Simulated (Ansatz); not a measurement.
# GaHCl2O (SMILES [OH][Ga]([Cl])[Cl]): a chain of runs

We compute a series of 32 runs (CCSD/x2c-SVPall, RPA@PBE/x2c-SVPall, wB97X/x2c-SVPall, HF/x2c-SVPall) of Cl2GaHO. 

The calculation is run with Ansatz 0.2.0.

7 further runs of the same task are left out: 7 for a known fault of the program.

## Step 1: The molecule

The species is GaHCl2O (5 atoms), meant as a singlet with charge 0. SMILES: `[OH][Ga]([Cl])[Cl]`. The H5–O1 distance was set to 0.817 Å, away from the relaxed value.

Bond lengths: O1–Ga2 1.765 Å, Ga2–Cl3 2.109 Å, Ga2–Cl4 2.123 Å, O1–H5 0.817 Å. Angles: O1–Ga2–Cl3 118.8°, O1–Ga2–Cl4 120.6°, Cl3–Ga2–Cl4 120.6°, Ga2–O1–H5 112.9°.

## Step 2: The energy at CCSD/x2c-SVPall (sfX2C) (run 1)

run.yaml reads:

```yaml
crystal:
  periodic: [false, false, false]
  atoms:
    - {symbol: O, position_ang: [0.154068, 1.427003, 0.172132]}
    - {symbol: Ga, position_ang: [0.018068, -0.322097, -0.016968]}
    - {symbol: Cl, position_ang: [1.399568, -1.562497, 0.983932]}
    - {symbol: Cl, position_ang: [-1.508332, -1.163897, -1.229568]}
    - {symbol: H, position_ang: [-0.415200, 1.837400, -0.246000]}
basis:
  gaussian: {orbitals: x2c-SVPall.json}
total_charge: 0
correlation: {method: ccsd}
```

The basis set x2c-SVPall is read from a file made from the Basis Set Exchange's data (not shown).

Command:

```console
$ ansatz run run.yaml --threads 1 --pin off --max-ram 2610MiB --events-out events.jsonl --progress --plain --runs-dir runs
```

The program printed:

```text
Warning: RAYON_NUM_THREADS=1 ignored (pool sized by the plan → 1); use --threads N
Functional definition: HF
  name "HF"
  exchange = exact_x
  correlation = 0
793 factors; integrals over basis functions are off by at most 9.7e-4 eV
mean field evaluation 1: about -79969.0358 eV, gradient 3.8e1 eV
mean field evaluation 2: about -79969.0392 eV, gradient 3.8e1 eV
mean field evaluation 4: about -79971.9674 eV, gradient 2.4e0 eV
mean field evaluation 8: about -79971.9843 eV, gradient 8.7e-5 eV
mean field evaluation 16: about -79971.9800 eV, gradient 1.5e-1 eV
mean field -79971.98429692 eV, -2938.9162159538 hartree, gradient 2.5e-6 eV, S^2 0.000000; 0 other end points of the search recorded, 0 dependent functions left out
20 core orbitals not correlated: weight in the atoms' cores, before any rotation towards them, 1.000 or more for the frozen orbitals, at most 0.000 for the correlated occupied ones
reference -79971.98429692 eV, -2938.9162159538 hartree; 17, 17 occupied and 50, 50 virtual orbitals, 793 factors
second order -17.87620671 eV of doubles, -0.00000000 eV of singles
cycle   1  -17.76917069 eV  change    1.1e-1 eV  update   1.0e-1
cycle   2  -18.21403642 eV  change   -4.4e-1 eV  update   3.0e-2
cycle   3  -18.29864231 eV  change   -8.5e-2 eV  update   1.6e-2
cycle   4  -18.29032094 eV  change    8.3e-3 eV  update   3.6e-3
cycle   5  -18.28789531 eV  change    2.4e-3 eV  update   1.7e-3
cycle   6  -18.28770610 eV  change    1.9e-4 eV  update   5.0e-4
cycle   7  -18.28765838 eV  change    4.8e-5 eV  update   1.9e-4
cycle   8  -18.28767191 eV  change   -1.4e-5 eV  update   5.3e-5
cycle   9  -18.28769780 eV  change   -2.6e-5 eV  update   1.6e-5
Total energy: -79990.27199472 eV, -2939.5882764521 hartree
Relativity: scalar
```

It took 4.5 s on 1 thread of Arm Neoverse V2, shared host; peak memory 0.24 GiB.

## Step 3: The distorted shape: energy and gradient at CCSD/x2c-SVPall (sfX2C) (run 2)

molecule.yaml reads:

```yaml
crystal:
  periodic: [false, false, false]
  atoms:
    - {symbol: O, position_ang: [0.221037, 1.378724, 0.221321]}
    - {symbol: Ga, position_ang: [0.085037, -0.370376, 0.032221]}
    - {symbol: Cl, position_ang: [1.466537, -1.610776, 1.033121]}
    - {symbol: Cl, position_ang: [-1.441363, -1.212176, -1.180379]}
    - {symbol: H, position_ang: [-0.415200, 1.837400, -0.246000]}
basis:
  gaussian:
    orbitals: x2c-SVPall.json
correlation:
  method: ccsd
output:
  forces: true
```

The basis set x2c-SVPall is read from a file made from the Basis Set Exchange's data (not shown).

Command:

```console
$ ansatz run molecule.yaml --threads 1 --pin off --max-ram 2610MiB --events-out events.jsonl --progress --plain --runs-dir runs
```

The program printed:

```text
Warning: RAYON_NUM_THREADS=1 ignored (pool sized by the plan → 1); use --threads N
[... 11 lines left out ...]
20 core orbitals not correlated: weight in the atoms' cores, before any rotation towards them, 1.000 or more for the frozen orbitals, at most 0.000 for the correlated occupied ones
[... 13 lines left out ...]
Total energy: -79991.02773667 eV, -2939.6160494565 hartree
[... 6 lines left out ...]
Dipole moment:    -0.199718     0.183261    -0.144909 e Å
```

It took 13 s on 1 thread of Arm Neoverse V2, shared host; peak memory 0.28 GiB.

Runs 3 to 15 aren't shown in full; the table further down has their settings and results.

## Step 4: The distorted shape: a single-point energy at RPA@PBE/x2c-SVPall (sfX2C) (run 16)

molecule.yaml reads:

```yaml
basis:
  gaussian: {orbitals: x2c-SVPall.json}
crystal:
  periodic: [false, false, false]
  atoms:
    - symbol: O
      position_ang: [1.393022, 0.533817, 1.082153]
    - symbol: Ga
      position_ang: [1.257022, -1.215283, 0.893053]
    - symbol: Cl
      position_ang: [2.638522, -2.455683, 1.893953]
    - symbol: Cl
      position_ang: [-0.269378, -2.057083, -0.319547]
    - symbol: H
      position_ang: [-0.415200, 1.837400, -0.246000]
hamiltonian: {xc: pbe}
correlation: {method: rpa}
```

The basis set x2c-SVPall is read from a file made from the Basis Set Exchange's data (not shown).

Command:

```console
$ ansatz run molecule.yaml --threads 1 --pin off --max-ram 2610MiB --events-out events.jsonl --progress --plain --runs-dir runs
```

The program printed (excerpt; [...] marks lines left out):

```text
Warning: RAYON_NUM_THREADS=1 ignored (pool sized by the plan → 1); use --threads N
Functional definition: PBE
  name "PBE"
[...]
795 factors; integrals over basis functions are off by at most 7.4e-4 eV
[...]
mean field -80041.35495037 eV, -2941.4655404471 hartree, gradient 3.4e-6 eV, S^2 0.000000; 3 other end points of the search recorded, 0 dependent functions left out; unrestricted orbitals would lower it
[...]
unrestricted determinant -79968.82605123 eV, -2938.8001525657 hartree, S^2 0.9951
20 core orbitals not correlated: weight in the atoms' cores, before any rotation towards them, 1.000 or more for the frozen orbitals, at most 0.000 for the correlated occupied ones
reference -79962.23636308 eV, -2938.5579859927 hartree; 17, 17 occupied and 50, 50 virtual orbitals, 795 factors
Total energy: -79992.83439301 eV, -2939.6824428525 hartree
Relativity: scalar
```

Wall time 13 s (1 thread of Arm Neoverse V2, shared host); peak memory 0.26 GiB.

Runs 17 to 31 aren't shown in full; the table further down has their settings and results.

## Step 5: The distorted shape: energy and forces at HF/x2c-SVPall (sfX2C) (run 32)

run.yaml reads:

```yaml
crystal:
  periodic: [false, false, false]
  atoms:
    - symbol: O
      position_ang: [1.393022, 0.533817, 1.082153]
    - symbol: Ga
      position_ang: [1.257022, -1.215283, 0.893053]
    - symbol: Cl
      position_ang: [2.638522, -2.455683, 1.893953]
    - symbol: Cl
      position_ang: [-0.269378, -2.057083, -0.319547]
    - symbol: H
      position_ang: [-0.415200, 1.837400, -0.246000]
basis:
  gaussian: {orbitals: x2c-SVPall.json}
output: {forces: true}
hamiltonian: {xc: hf}
```

The basis set x2c-SVPall is read from a file made from the Basis Set Exchange's data (not shown).

Command:

```console
$ ansatz run run.yaml --threads 1 --pin off --max-ram 2610MiB --events-out events.jsonl --progress --plain --runs-dir runs
```

The program printed (excerpt; [...] marks lines left out):

```text
Warning: RAYON_NUM_THREADS=1 ignored (pool sized by the plan → 1); use --threads N
[... 2 set-up lines as earlier in the session ...]
[...]
795 factors; integrals over basis functions are off by at most 7.4e-4 eV
[...]
mean field -79964.22041316 eV, -2938.6308984882 hartree, gradient 3.1e-5 eV, S^2 0.000000; 0 other end points of the search recorded, 0 dependent functions left out
[...]
reference -79964.22041316 eV, -2938.6308984882 hartree; 37, 37 occupied and 50, 50 virtual orbitals, 795 factors
Total energy: -79964.22041316 eV, -2938.6308984882 hartree
Relativity: scalar
Atom 0 at     1.393022     0.533817     1.082153 Å, force    -1.609491     1.306071    -1.175484 eV/Å
Atom 1 at     1.257022    -1.215283     0.893053 Å, force    -0.372365     0.492979    -0.261995 eV/Å
Atom 2 at     2.638522    -2.455683     1.893953 Å, force     0.178128    -0.156966     0.129136 eV/Å
Atom 3 at    -0.269378    -2.057083    -0.319547 Å, force    -0.056298    -0.118757    -0.049110 eV/Å
Atom 4 at    -0.415200     1.837400    -0.246000 Å, force     1.860026    -1.523327     1.357453 eV/Å
Dipole moment:    -0.310950     0.288913    -0.225430 e Å
```

Wall time 2.2 s (1 thread of Arm Neoverse V2, shared host); peak memory 0.18 GiB.

## Step 6: The series

| run | level | task | frozen core orbitals | bond length | energy (Eh) | wall time |
| --- | --- | --- | --- | --- | --- | --- |
| 1 | CCSD/x2c-SVPall (sfX2C) | energy | 20 | 0.8169 | -2939.588276 | 4.5 s |
| 2 | CCSD/x2c-SVPall (sfX2C) | gradient | 20 | 0.913 | -2939.616049 | 13 s |
| 3 | CCSD/x2c-SVPall (sfX2C) | energy | 20 | 1.0091 | -2939.617160 | 4.5 s |
| 4 | CCSD/x2c-SVPall (sfX2C) | gradient | 20 | 1.1532 | -2939.595522 | 13 s |
| 5 | CCSD/x2c-SVPall (sfX2C) | gradient | 20 | 1.3454 | -2939.552815 | 15 s |
| 6 | CCSD/x2c-SVPall (sfX2C) | energy | 20 | 1.6337 | -2939.493406 | 6.3 s |
| 7 | CCSD/x2c-SVPall (sfX2C) | gradient | 20 | 2.0181 | -2939.442572 | 20 s |
| 8 | CCSD/x2c-SVPall (sfX2C) | gradient | 20 | 2.5948 | -2939.413371 | 39 s |
| 9 | RPA@PBE/x2c-SVPall (sfX2C) | energy | 20 | 0.8169 | -2939.847193 | 3.6 s |
| 10 | RPA@PBE/x2c-SVPall (sfX2C) | energy | 20 | 0.913 | -2939.876468 | 3.6 s |
| 11 | RPA@PBE/x2c-SVPall (sfX2C) | energy | 20 | 1.0091 | -2939.879147 | 3.6 s |
| 12 | RPA@PBE/x2c-SVPall (sfX2C) | energy | 20 | 1.1532 | -2939.859964 | 3.6 s |
| 13 | RPA@PBE/x2c-SVPall (sfX2C) | energy | 20 | 1.3454 | -2939.820510 | 3.9 s |
| 14 | RPA@PBE/x2c-SVPall (sfX2C) | energy | 20 | 1.6337 | -2939.764794 | 4.2 s |
| 15 | RPA@PBE/x2c-SVPall (sfX2C) | energy | 20 | 2.0181 | -2939.714501 | 8.1 s |
| 16 | RPA@PBE/x2c-SVPall (sfX2C) | energy | 20 | 2.5948 | -2939.682443 | 13 s |
| 17 | wB97X/x2c-SVPall (sfX2C) | gradient | – | 0.8169 | -2942.423664 | 8.7 s |
| 18 | wB97X/x2c-SVPall (sfX2C) | energy | – | 0.913 | -2942.451154 | 7.5 s |
| 19 | wB97X/x2c-SVPall (sfX2C) | energy | – | 1.0091 | -2942.452128 | 7.5 s |
| 20 | wB97X/x2c-SVPall (sfX2C) | energy | – | 1.1532 | -2942.430266 | 7.5 s |
| 21 | wB97X/x2c-SVPall (sfX2C) | energy | – | 1.3454 | -2942.386464 | 7.8 s |
| 22 | wB97X/x2c-SVPall (sfX2C) | gradient | – | 1.6337 | -2942.321532 | 9.6 s |
| 23 | wB97X/x2c-SVPall (sfX2C) | gradient | – | 2.0181 | -2942.253725 | 9.6 s |
| 24 | wB97X/x2c-SVPall (sfX2C) | energy | – | 2.5948 | -2942.187504 | 8.4 s |
| 25 | HF/x2c-SVPall (sfX2C) | gradient | – | 0.8169 | -2938.916216 | 1.6 s |
| 26 | HF/x2c-SVPall (sfX2C) | energy | – | 0.913 | -2938.940417 | 1.1 s |
| 27 | HF/x2c-SVPall (sfX2C) | energy | – | 1.0091 | -2938.937936 | 1.2 s |
| 28 | HF/x2c-SVPall (sfX2C) | gradient | – | 1.1532 | -2938.910791 | 1.6 s |
| 29 | HF/x2c-SVPall (sfX2C) | gradient | – | 1.3454 | -2938.860124 | 1.7 s |
| 30 | HF/x2c-SVPall (sfX2C) | gradient | – | 1.6337 | -2938.785838 | 1.6 s |
| 31 | HF/x2c-SVPall (sfX2C) | energy | – | 2.0181 | -2938.707797 | 1.2 s |
| 32 | HF/x2c-SVPall (sfX2C) | gradient | – | 2.5948 | -2938.630898 | 2.2 s |

## Step 7: Results

| quantity | value |
| --- | --- |
| distorted shape, run 32: total energy | -2938.63090 Eh |
| distorted shape, run 32: dipole moment | 2.31 D |
| distorted shape, run 32: largest force on an atom | 2.761 eV/Å |

What this shows: In run 8 the T1 diagnostic is large, so a single reference may not serve. In runs 6, 7, 8, 15, 16 the log says that unrestricted orbitals would lower the reference, so the values rest on an unstable closed-shell determinant (other closed-shell runs at this shape may share the fault). All runs together took 4 min, the longest 39 s.
